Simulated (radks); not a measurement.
# Ru⁴⁺ in [Kr] 4d4: an all-electron calculation

The task here is to estimate one member of a computed series from the others.

Method: scalar-relativistic Kohn-Sham, exchange-only B88, spin-unpolarised, spherical densities, finite nucleus. Code: radks (a radial shooting solver on a logarithmic mesh, Libxc functionals) version 1.

### The atom as given

```
element            : ruthenium (Z = 44)
charge             : +4
electrons          : 40
configuration      : [Kr] 4d4
nuclear rms radius : 4.4809 fm
```

The outer shells:

Ru⁴⁺
```
[Kr] core
4d [↑ ][↑ ][↑ ][↑ ][  ]
```

The first run:

The run's settings:

```text
Z 44
configuration [Kr] 4d4
relativity scalar-relativistic
functional b88,
spin unpolarised
nucleus finite rms 4.4809 fm
c 137.035999084
```

Launch:

```console
python run_ks.py task.json out
```

This one command runs every case of the session in turn.

One table of the session follows, with a row left open; its other results are not shown here.

It belongs to the step «Radial structure». From the orbitals of this run (lengths in bohr):

| level | <r> | outermost maximum (interpolated) | 90 % within | nodes |
| --- | --- | --- | --- | --- |
| 1s | 0.03344 | 0.0217 | 0.0599 | 0 |
| 2s | 0.1457 | 0.123 | 0.225 | 1 |
| 2p | 0.1269 | 0.0982 | 0.207 | 0 |
| 3s | ? | ? | ? | ? |
| 3p | 0.4030 | 0.355 | 0.608 | 1 |
| 3d | 0.3839 | 0.301 | 0.611 | 0 |
| 4s | 1.003 | 0.909 | 1.45 | 3 |
| 4p | 1.095 | 0.973 | 1.61 | 2 |
| 4d | 1.376 | 1.15 | 2.11 | 1 |

Q: Estimate the row for 3s from the others.

**Answer.** <r>: 0.4027; outermost maximum (interpolated): 0.362; 90 % within: 0.594; nodes: 2. In the column «<r>» it lies between 3d (0.3839) and 3p (0.4030).

To keep in mind: Spin polarisation and multiplet splitting are left out.
